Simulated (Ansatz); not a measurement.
# GeH2+ (doublet): wave-function methods side by side at distance Ge1–H2 = 3.351 Å, aug-cc-pVDZ

How much of the correlation energy of GeH2+ (doublet) does each wave-function method recover here?

Method: aug-cc-pVDZ, core rule «outside noble gas», up to 14 orbitals frozen; program: Ansatz 0.2.0, Gaussian basis.

To be run: UHF; CCSD(T) on ROHF; CCSD(T) on UHF; BCCD(T) on ROHF; CISD; CCSDT(Q) on ROHF; CCSDT(Q) on UHF; CASSCF and MRCISD+Q, 3 electrons in 3 orbitals; CASSCF and NEVPT2, 3 electrons in 3 orbitals; CASSCF and MRCISD+Q, 5 electrons in 6 orbitals; CASSCF and NEVPT2, 5 electrons in 6 orbitals; Full CI.

20 further runs of the same task are left out: 2 for a known fault of the program, 15 that didn't finish, 3 set aside as unsound or not needed.

## 1. The system

The geometry derives from a PBE0/def2-TZVP stationary point (not a proven minimum). One bond is set to the value named and the two fragments are kept rigid. No spin-orbit coupling is included. The filled d shell of Ge may be among the frozen orbitals whatever the setting's name suggests; the logs give the count.

3 atoms, charge 1, spin multiplicity 2.

Atoms are counted from 1 here; the program's logs count them from 0.

Bond lengths: Ge1–H3 1.552 Å.

## 2. UHF

Contents of in.yaml:

```yaml
crystal:
  periodic: [false, false, false]
  atoms:
    - {symbol: Ge, position_ang: [0.000000, -0.032639, 0.021135]}
    - {symbol: H, position_ang: [0.000000, 1.619770, -2.894126]}
    - {symbol: H, position_ang: [0.000000, 0.732481, 1.370997]}
basis:
  gaussian: {orbitals: aug-cc-pVDZ}
total_charge: 1
magnetization: {spin_polarized: true, initial_magnetization: 1}
hamiltonian: {xc: hf}
output: {orbitals: {seedname: orbitals}}
```

Run with:

```sh
$ ansatz run in.yaml --threads 1 --pin off --events-out ev --progress --plain --max-ram 2393MiB
```

Further steps of the session: CCSD(T) on ROHF; CCSD(T) on UHF; BCCD(T) on ROHF; CISD; CCSDT(Q) on ROHF; CCSDT(Q) on UHF; CASSCF and MRCISD+Q, 3 electrons in 3 orbitals; CASSCF and NEVPT2, 3 electrons in 3 orbitals; CASSCF and MRCISD+Q, 5 electrons in 6 orbitals; CASSCF and NEVPT2, 5 electrons in 6 orbitals; Full CI.

Before running them: what should the planned runs give, taken together? Wanted: FCI below the RHF energy; RMP2 from FCI; UMP2 from FCI; RCCSD from FCI; RCCSD(T) from FCI; UCCSD(T) from FCI; RCCSDT(Q) from FCI; UCCSDT(Q) from FCI; NEVPT2 valence from FCI.

**Answer**, as computed:

```
                         quantity                                                                                                              value
         FCI below the RHF energy                                                                                                         -2.1448 eV
                    RMP2 from FCI                                                                                                         +623.4 meV
                    UMP2 from FCI                                                                                                         +632.8 meV
                   RCCSD from FCI                                                                                                          +37.1 meV
                RCCSD(T) from FCI                                                                                                           +9.7 meV
                UCCSD(T) from FCI                                                                                                           +9.8 meV
               RCCSDT(Q) from FCI                                                                                                           +0.3 meV
               UCCSDT(Q) from FCI                                                                                                           +0.4 meV
          NEVPT2 valence from FCI                                                                                                         +303.1 meV
        MRCISD+Q valence from FCI                                                                                                           +9.4 meV
levels within 1 kcal/mol (43 meV)  RCCSD, UCCSD, RCCSD(T), UCCSD(T), BCCD(T), RCCSDT, UCCSDT, RCCSDT(Q), UCCSDT(Q), MRCISD valence, MRCISD+Q valence
                    T1 diagnostic                                                                                                              0.011
   effectively unpaired electrons                                                                                                               1.06
```

What this shows: RCCSD(T) misses by +9.7 meV, 0.5 % of the correlation energy. One determinant dominates. Of the multireference levels listed MRCISD+Q valence comes nearest in total energy (+9.4 meV), which doesn't show that its space is the better one. These misses are within one basis, not against nature; the frozen cores of restricted and unrestricted runs differ, which can shift their rows.
